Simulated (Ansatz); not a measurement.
# Hf3C2: one candidate of a structure search

Aim: relax a trial structure of Hf3C2 and see where it ends.

Method: DFT PBE, scalar-relativistic, plane waves, PAW, in Ansatz 0.2.0.

## 1. The starting structure

The structure is cubic, space group Pm-3m (No. 221). Conventional cell: a = 5.545 Å, b = 5.545 Å, c = 5.545 Å, α = 90.00°, β = 90.00°, γ = 90.00°. Hf (site symmetry 4mm) is surrounded by 1 C at 1.46 Å. C (site symmetry 4/mmm) is surrounded by 2 Hf at 1.46 Å. C (site symmetry m-3m) is surrounded by 12 C at 3.92 Å and 24 Hf at 4.19 Å.

As a file:

```
Hf C
1.0
     5.54549    0.00000    0.00000
     0.00000    5.54549    0.00000
     0.00000    0.00000    5.54549
Hf C
6 4
Direct
  0.73625 0.50000 0.50000
  0.26375 0.50000 0.50000
  0.50000 0.73625 0.50000
  0.50000 0.26375 0.50000
  0.50000 0.50000 0.73625
  0.50000 0.50000 0.26375
  0.00000 0.50000 0.50000
  0.50000 0.00000 0.50000
  0.50000 0.50000 0.00000
  0.00000 0.00000 0.00000
```

A structure generator made this guess: random cell by space group and Wyckoff sites (Pm-3m, No. 221). The dimensions are guesses.

## 2. Probe: one point on a coarse mesh

Input file input.yaml:

```yaml
crystal:
  lattice:
    - [5.54549294, 0.0, 0.0]
    - [0.0, 5.54549294, 0.0]
    - [0.0, 0.0, 5.54549294]
  atoms:
    - { symbol: Hf, position: [0.73625282, 0.5, 0.5] }
    - { symbol: Hf, position: [0.26374718, 0.5, 0.5] }
    - { symbol: Hf, position: [0.5, 0.73625282, 0.5] }
    - { symbol: Hf, position: [0.5, 0.26374718, 0.5] }
    - { symbol: Hf, position: [0.5, 0.5, 0.73625282] }
    - { symbol: Hf, position: [0.5, 0.5, 0.26374718] }
    - { symbol: C, position: [0.0, 0.5, 0.5] }
    - { symbol: C, position: [0.5, 0.0, 0.5] }
    - { symbol: C, position: [0.5, 0.5, 0.0] }
    - { symbol: C, position: [0.0, 0.0, 0.0] }
basis:
  ecutwfc: 420
kpoints:
  mp_grid: { grid: [4, 4, 4] }
hamiltonian:
  xc: pbe
scf:
  occupations: { method: gaussian, width: 0.1 }
  lower_state_search: "off"
output:
  forces: true
  stress: true
  eigenvalues: true
```

The run is started by

```sh
ansatz run input.yaml --threads 1 --pin off --max-ram 2560MiB --backend cpu --events-out ev --progress --plain --runs-dir out
```

Further runs follow: rough relaxation on the coarse mesh; final relaxation.

Before running it: what results should come out? Wanted: conventional cell; volume; energy over the elements; gap on the mesh.

The runs gave:

| quantity | value |
| --- | --- |
| symmetry at the end (tolerance 0.05 Å) | space group Pm-3m (No. 221) |
| conventional cell | a = 8.402 Å, b = 8.402 Å, c = 8.402 Å, α = 90.00°, β = 90.00°, γ = 90.00° |
| volume | 59.31 Å³/atom |
| energy over the elements | +2.88 eV/atom |
| gap on the mesh | none (metal) |

In words: The space group Pm-3m (No. 221) is kept, and the volume per atom grows by 247.8 % from the first guess. The formation energy is positive, so the separate elements lie lower. No finished test with a distortion of lower symmetry is shown, so the end may be a saddle point. The runs treat Hf without spin-orbit coupling. Where forces pass 15 eV/Å atoms stand far too close, the PAW spheres overlap strongly and those numbers are rough.
